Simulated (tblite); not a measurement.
# C50H56B2Si: the cost of one run

Programs: tblite 0.8.0 and PySCF 2.14.0, with routines of our own; each step states its level. All values are computed. Atoms count from 0.

## (1) The starting structure

109 atoms, charge 0, multiplicity 1; geometry from: force field, distance geometry or constructed start.

## (2) Geometry optimisation with GFN2-xTB

What the job is given:

```
{"job": {"kind": "relax", "xc": "GFN2-xTB", "basis": "xTB"}, "charge": 0, "multiplicity": 1}
C      7.599600     1.967200     4.488100
C      6.932300     1.370000     3.276000
C      7.240200     0.057000     2.899200
C      6.640000    -0.511300     1.757900
C      6.979400    -1.951900     1.444700
C      5.750600     0.258300     0.961000
B      5.075400    -0.371200    -0.344300
C      3.514600    -0.255800    -0.539600
C      2.965800    -0.160500    -1.838100
C      1.574700    -0.045700    -2.018600
C      0.737800    -0.029600    -0.901200
C      1.281700    -0.130700     0.377600
C      2.653900    -0.246100     0.581700
Si    -0.006800    -0.069400     1.663600
C      0.123500     1.452000     2.744100
C     -0.156300    -1.664700     2.625100
C     -1.288400     0.095500     0.374000
C     -2.664900     0.193000     0.565500
C     -3.506600     0.299100    -0.553100
B     -5.069300     0.397500    -0.360800
C     -5.950700     1.232800    -1.409800
C     -7.102000     0.649400    -2.011800
C     -7.544100    -0.758000    -1.704000
C     -7.872100     1.395600    -2.916600
C     -7.492800     2.699200    -3.270900
C     -8.343100     3.489400    -4.223800
C     -6.367800     3.277600    -2.682000
C     -5.599100     2.570500    -1.742700
C     -4.408600     3.284400    -1.144600
C     -5.763200    -0.335900     0.883100
C     -5.501300    -1.712000     1.144400
C     -4.593600    -2.558700     0.289100
C     -6.100900    -2.328300     2.255100
C     -6.967900    -1.626000     3.094900
C     -7.640600    -2.317900     4.236100
C     -7.265000    -0.287700     2.805800
C     -6.660200     0.373000     1.725900
C     -6.994800     1.832000     1.516200
C     -2.943400     0.296300    -1.850500
C     -1.561800     0.204100    -2.025600
C     -0.731100     0.092500    -0.898100
C      5.968900    -1.124900    -1.438900
C      5.622500    -2.428600    -1.887900
C      4.425300    -3.189700    -1.355900
C      6.394200    -3.056600    -2.864300
C      7.526400    -2.432900    -3.401100
C      8.385000    -3.149800    -4.403800
C      7.897900    -1.167700    -2.932900
C      7.123000    -0.492000    -1.982400
C      7.565300     0.890300    -1.563800
C      5.489800     1.602400     1.338200
C      4.592400     2.523900     0.538800
C      6.073200     2.135000     2.498300
H      8.546700     2.445700     4.185200
H      6.938500     2.733200     4.957200
H      7.804200     1.192200     5.253100
H      7.934000    -0.525800     3.496200
H      6.060600    -2.520800     1.231500
H      7.659700    -1.990100     0.569100
H      7.489300    -2.451000     2.289900
H      3.602900    -0.158400    -2.707600
H      1.179500     0.033700    -3.022700
H      3.050800    -0.325800     1.584500
H      1.028500     1.368300     3.384100
H      0.212300     2.352100     2.105000
H     -0.782100     1.527500     3.384600
H     -0.225700    -2.510200     1.906200
H     -1.061500    -1.635500     3.258700
H      0.737900    -1.800200     3.254300
H     -3.068800     0.192800     1.578400
H     -8.310000    -1.119900    -2.434600
H     -7.998400    -0.810900    -0.694500
H     -6.688000    -1.463100    -1.771900
H     -8.758300     0.973800    -3.355900
H     -8.826100     2.822300    -4.967200
H     -7.707200     4.216800    -4.789500
H     -9.117800     4.041300    -3.658500
H     -6.096900     4.293200    -2.940400
H     -3.497900     3.048500    -1.733800
H     -4.560600     4.379800    -1.151500
H     -4.251500     2.997100    -0.083700
H     -4.875900    -3.635900     0.353400
H     -4.652800    -2.281300    -0.776300
H     -3.548700    -2.455700     0.639300
H     -5.902100    -3.365700     2.470300
H     -6.993700    -3.115100     4.650600
H     -7.856600    -1.604900     5.060700
H     -8.599400    -2.767500     3.890400
H     -7.963700     0.244100     3.446400
H     -6.070300     2.421900     1.363700
H     -7.511900     2.267600     2.402500
H     -7.663100     1.935500     0.638800
H     -3.583200     0.374400    -2.726300
H     -1.140500     0.199000    -3.027600
H      4.252600    -2.985500    -0.277300
H      4.573800    -4.285500    -1.450800
H      3.513700    -2.911200    -1.931500
H      6.130300    -4.048400    -3.215900
H      8.882700    -2.425900    -5.079000
H      7.769100    -3.834200    -5.026400
H      9.162300    -3.748700    -3.876300
H      8.790500    -0.706300    -3.327600
H      6.706100     1.589800    -1.582800
H      8.000300     0.857000    -0.546600
H      8.336400     1.297700    -2.245800
H      3.537800     2.391900     0.869800
H      4.862300     3.584900     0.689100
H      4.657500     2.329300    -0.552100
H      5.866300     3.161000     2.788300
```

On the command line:

```
OMP_NUM_THREADS=8 python large_run.py task.json out
```

The driver reads the jobs from task.json and runs them one after another.

Q: Estimate the wall time and peak memory of this first job on 8 threads of Arm Neoverse V1, shared host.

About 7 s, with a peak of 0.2 GiB.
